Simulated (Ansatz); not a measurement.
# NaZn23O24: the cost of one run

Method: DFT, PBE, plane-wave PAW, default files, scalar-relativistic, as far as a step names no other, in Ansatz 0.2.0.

**1. The starting structure**

It takes space group P1 (No. 1, triclinic). Conventional cell: a = 6.499 Å, b = 8.597 Å, c = 10.411 Å, α = 90.00°, β = 90.00°, γ = 100.89°. Na (site symmetry 1) is surrounded by 4 O at 1.97 to 1.98 Å. Zn (site symmetry 1) is surrounded by 4 O at 1.97 to 1.98 Å. Only part of the 48 independent sites is listed.

Structure file:

```
CELL_PARAMETERS angstrom
6.49862 0.00000 0.00000
-4.87396 8.44195 0.00000
0.00000 0.00000 10.41142
ATOMIC_POSITIONS crystal
Na 0.16667 0.22222 0.25000
Zn 0.16667 0.22222 0.75000
Zn 0.16667 0.55556 0.25000
Zn 0.16667 0.55556 0.75000
Zn 0.16667 0.88889 0.25000
Zn 0.16667 0.88889 0.75000
Zn 0.66667 0.22222 0.25000
Zn 0.66667 0.22222 0.75000
Zn 0.66667 0.55556 0.25000
Zn 0.66667 0.55556 0.75000
Zn 0.66667 0.88889 0.25000
Zn 0.66667 0.88889 0.75000
Zn 0.33333 0.11111 0.00000
Zn 0.33333 0.11111 0.50000
Zn 0.33333 0.44444 0.00000
Zn 0.33333 0.44444 0.50000
Zn 0.33333 0.77778 0.00000
Zn 0.33333 0.77778 0.50000
Zn 0.83333 0.11111 0.00000
Zn 0.83333 0.11111 0.50000
Zn 0.83333 0.44444 0.00000
Zn 0.83333 0.44444 0.50000
Zn 0.83333 0.77778 0.00000
Zn 0.83333 0.77778 0.50000
O 0.33333 0.11111 0.18951
O 0.33333 0.11111 0.68951
O 0.33333 0.44444 0.18951
O 0.33333 0.44444 0.68951
O 0.33333 0.77778 0.18951
O 0.33333 0.77778 0.68951
O 0.83333 0.11111 0.18951
O 0.83333 0.11111 0.68951
O 0.83333 0.44444 0.18951
O 0.83333 0.44444 0.68951
O 0.83333 0.77778 0.18951
O 0.83333 0.77778 0.68951
O 0.16667 0.22222 0.43950
O 0.16667 0.22222 0.93951
O 0.16667 0.55556 0.43950
O 0.16667 0.55556 0.93951
O 0.16667 0.88889 0.43950
O 0.16667 0.88889 0.93951
O 0.66667 0.22222 0.43950
O 0.66667 0.22222 0.93951
O 0.66667 0.55556 0.43950
O 0.66667 0.55556 0.93951
O 0.66667 0.88889 0.43950
O 0.66667 0.88889 0.93951
```

Atom 1 of the input is the impurity.

**2. Gradients at the starting positions**

input.yaml reads:

```yaml
crystal:
  lattice:
    - [6.498616, 0.0, 0.0]
    - [-4.873962, 8.4419498181, 0.0]
    - [0.0, 0.0, 10.411418]
  atoms:
    - { symbol: Na, position: [0.1666666666, 0.2222222222, 0.25] }
    - { symbol: Zn, position: [0.1666666666, 0.2222222222, 0.75] }
    - { symbol: Zn, position: [0.1666666666, 0.5555555556, 0.25] }
    - { symbol: Zn, position: [0.1666666666, 0.5555555556, 0.75] }
    - { symbol: Zn, position: [0.1666666666, 0.8888888889, 0.25] }
    - { symbol: Zn, position: [0.1666666666, 0.8888888889, 0.75] }
    - { symbol: Zn, position: [0.6666666666, 0.2222222222, 0.25] }
    - { symbol: Zn, position: [0.6666666666, 0.2222222222, 0.75] }
    - { symbol: Zn, position: [0.6666666666, 0.5555555556, 0.25] }
    - { symbol: Zn, position: [0.6666666666, 0.5555555556, 0.75] }
    - { symbol: Zn, position: [0.6666666666, 0.8888888889, 0.25] }
    - { symbol: Zn, position: [0.6666666666, 0.8888888889, 0.75] }
    - { symbol: Zn, position: [0.3333333334, 0.1111111111, 0.0] }
    - { symbol: Zn, position: [0.3333333334, 0.1111111111, 0.5] }
    - { symbol: Zn, position: [0.3333333334, 0.4444444444, 0.0] }
    - { symbol: Zn, position: [0.3333333334, 0.4444444444, 0.5] }
    - { symbol: Zn, position: [0.3333333334, 0.7777777778, 0.0] }
    - { symbol: Zn, position: [0.3333333334, 0.7777777778, 0.5] }
    - { symbol: Zn, position: [0.8333333334, 0.1111111111, 0.0] }
    - { symbol: Zn, position: [0.8333333334, 0.1111111111, 0.5] }
    - { symbol: Zn, position: [0.8333333334, 0.4444444444, 0.0] }
    - { symbol: Zn, position: [0.8333333334, 0.4444444444, 0.5] }
    - { symbol: Zn, position: [0.8333333334, 0.7777777778, 0.0] }
    - { symbol: Zn, position: [0.8333333334, 0.7777777778, 0.5] }
    - { symbol: O, position: [0.3333333334, 0.1111111111, 0.189505] }
    - { symbol: O, position: [0.3333333334, 0.1111111111, 0.689505] }
    - { symbol: O, position: [0.3333333334, 0.4444444444, 0.189505] }
    - { symbol: O, position: [0.3333333334, 0.4444444444, 0.689505] }
    - { symbol: O, position: [0.3333333334, 0.7777777778, 0.189505] }
    - { symbol: O, position: [0.3333333334, 0.7777777778, 0.689505] }
    - { symbol: O, position: [0.8333333334, 0.1111111111, 0.189505] }
    - { symbol: O, position: [0.8333333334, 0.1111111111, 0.689505] }
    - { symbol: O, position: [0.8333333334, 0.4444444444, 0.189505] }
    - { symbol: O, position: [0.8333333334, 0.4444444444, 0.689505] }
    - { symbol: O, position: [0.8333333334, 0.7777777778, 0.189505] }
    - { symbol: O, position: [0.8333333334, 0.7777777778, 0.689505] }
    - { symbol: O, position: [0.1666666666, 0.2222222222, 0.439505] }
    - { symbol: O, position: [0.1666666666, 0.2222222222, 0.939505] }
    - { symbol: O, position: [0.1666666666, 0.5555555556, 0.439505] }
    - { symbol: O, position: [0.1666666666, 0.5555555556, 0.939505] }
    - { symbol: O, position: [0.1666666666, 0.8888888889, 0.439505] }
    - { symbol: O, position: [0.1666666666, 0.8888888889, 0.939505] }
    - { symbol: O, position: [0.6666666666, 0.2222222222, 0.439505] }
    - { symbol: O, position: [0.6666666666, 0.2222222222, 0.939505] }
    - { symbol: O, position: [0.6666666666, 0.5555555556, 0.439505] }
    - { symbol: O, position: [0.6666666666, 0.5555555556, 0.939505] }
    - { symbol: O, position: [0.6666666666, 0.8888888889, 0.439505] }
    - { symbol: O, position: [0.6666666666, 0.8888888889, 0.939505] }
total_charge: -1
kpoints:
  mp_grid: { grid: [3, 2, 2] }
scf:
  occupations: { method: fermi_dirac, width: 0.01 }
hamiltonian:
  xc: pbe
  pseudopotentials: { kind: paw }
output:
  forces: true
  stress: true
  populations: true
  efg:
    quadrupole_moments_barn: { Na: 0.104, Zn: 0.122, O: -0.02558 }
    contact_densities: true
  write_density: true
  write_potential: true
  elf: true
  volumetric_format: npy
```

Command:

```
> ansatz run input.yaml --threads 4 --pin off --max-ram 8192MiB --backend cpu --events-out ev --progress --plain --runs-dir out
```

**Question.** How long does this run take on 4 threads of Intel Xeon 6975P-C (Granite Rapids), shared host, and how much memory does it need?

About 51 s, with a peak of 3.2 GiB.
